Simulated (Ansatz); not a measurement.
# GaH5Se: a ladder of functionals and wavefunction methods

Aim: compute GaH5Se with functionals from several rungs and with coupled cluster. The yardstick is the atomisation energy at the CCSD(T) limit.

Method: functionals in def2-TZVPP, the program's frozen cores in correlated methods; program: Ansatz 0.2.0, Gaussian basis.

Levels to be run: LDA (SPW92), PBE-D4, revPBE-D4, BLYP-D4, r2SCAN-D4, B97M-V, PBE0-D4, B3LYP-D4, r2SCANh-D4, r2SCAN0-D4, HSE06-D4, BHLYP-D4, CAM-B3LYP-D4, LC-ωPBE, ωB97X-V, ωB97M-V, B2PLYP, PBE-QIDH; CCSD(T)/def2-SVP; CCSD(T)/def2-TZVPP; CCSD(T)/def2-QZVPP; extrapolation to the limit; RPA on PBE.

## 1. Structure used throughout

All runs share one geometry, relaxed beforehand with PBE0-D4 in a triple-zeta def2 set.

SMILES `[GaH3-][SeH2+]`, 7 atoms, charge 0, spin multiplicity 1.

Atoms are counted from 1 here; the program's logs count them from 0.

Bond lengths: Ga1–Se2 2.713 Å, Ga1–H3 1.575 Å, Ga1–H4 1.575 Å, Ga1–H5 1.574 Å, Se2–H6 1.469 Å, Se2–H7 1.469 Å. Angles: Se2–Ga1–H3 94.5°, Se2–Ga1–H4 94.5°, Se2–Ga1–H5 98.0°, H3–Ga1–H4 118.9°, H3–Ga1–H5 119.1°, H4–Ga1–H5 119.1°, Ga1–Se2–H6 97.0°, Ga1–Se2–H7 97.0°, H6–Se2–H7 91.5°.

Coordinates:

```
Ga   -0.8046   -0.6649   -0.5542
Se    0.7758    0.5918    1.2577
H    -0.3674   -2.1132   -0.1159
H    -2.1456   -0.0685    0.0174
H    -0.1834   -0.0397   -1.8587
H     2.0534    0.3563    0.5729
H     0.6718    1.9383    0.6808
```

## 2. LDA

This LDA is Slater exchange with PW92 correlation.

Input file in.yaml:

```yaml
crystal:
  periodic: [false, false, false]
  atoms:
    - {symbol: Ga, position_ang: [-0.804607, -0.664946, -0.554203]}
    - {symbol: Se, position_ang: [0.775784, 0.591770, 1.257714]}
    - {symbol: H, position_ang: [-0.367357, -2.113220, -0.115902]}
    - {symbol: H, position_ang: [-2.145611, -0.068507, 0.017423]}
    - {symbol: H, position_ang: [-0.183410, -0.039684, -1.858729]}
    - {symbol: H, position_ang: [2.053401, 0.356330, 0.572923]}
    - {symbol: H, position_ang: [0.671800, 1.938257, 0.680775]}
basis:
  gaussian: {orbitals: def2-TZVPP}
hamiltonian: {xc: lda}
output: {orbitals: {seedname: orbitals}}
```

Command:

```console
$ ansatz run in.yaml --threads 2 --pin off --events-out ev --progress --plain --max-ram 32768MiB --backend cpu
```

The runs that follow: PBE-D4 (GGA); revPBE-D4 (GGA); BLYP-D4 (GGA); r2SCAN-D4 (meta-GGA); B97M-V (meta-GGA); B3LYP-D4 (hybrid); r2SCANh-D4 (hybrid); r2SCAN0-D4 (hybrid); HSE06-D4 (hybrid); BHLYP-D4 (hybrid); CAM-B3LYP-D4 (range-separated); LC-ωPBE (range-separated); ωB97X-V (range-separated); ωB97M-V (range-separated); B2PLYP (double hybrid); PBE-QIDH (double hybrid); CCSD(T) in def2-SVP; CCSD(T) in def2-TZVPP; CCSD(T) in def2-QZVPP; RPA on PBE orbitals.

Q: Predict the results of all the runs planned. Wanted: atomisation energy, CCSD(T)/CBS; farthest beyond LDA; mean size of error, GGA; mean size of error, meta-GGA; mean size of error, hybrid; mean size of error, range-separated; mean size of error, double hybrid; gap, smallest and largest; T1 diagnostic.

**Answer**, as computed:

| quantity | value |
| --- | --- |
| atomisation energy, CCSD(T)/CBS | 1582.0 kJ/mol |
| functionals within 15.8 kJ/mol (1.0 %) | r2SCAN-D4, B97M-V, ωB97X-V |
| farthest beyond LDA | revPBE-D4 (-69.8 kJ/mol) |
| mean size of error, GGA | 53.6 kJ/mol |
| mean size of error, meta-GGA | 8.6 kJ/mol |
| mean size of error, hybrid | 36.3 kJ/mol |
| mean size of error, range-separated | 26.8 kJ/mol |
| mean size of error, double hybrid | 45.6 kJ/mol |
| gap, smallest and largest | 4.90 eV (LDA (SPW92)), 12.22 eV (LC-ωPBE) |
| T1 diagnostic | 0.0113 |
| triples share of the correlation energy | 3.3 % |

What this shows: LDA overbinds by 185.2 kJ/mol (12 %). PBE-D4 misses by -43.5 kJ/mol. Double hybrids carry the basis error of their MP2 part in triple zeta, and no dispersion term here, so their miss is partly the set-up's. Taken by rung, meta-GGA functionals do best (8.6 kJ/mol on average) and GGA ones worst beyond LDA (53.6 kJ/mol). Misses under about 15.8 kJ/mol are within the doubt on the reference itself, which lacks core-valence correlation, relativity and higher excitations, and its outer-core shells are covered unevenly. All levels share the lack of spin-orbit coupling, which lowers the free heavy atoms and so the true binding. Hartree-Fock recovers 71 % of the binding; the rest is correlation. CCSD(T) in def2-SVP is off by -103.4 kJ/mol, worse than the median functional, from the basis alone. The gap grows from 4.9 to 12.2 eV across the functionals, mostly with the share of exact exchange. Correlated methods include outer-core shells of Ga, Se, which these sets cover unevenly.
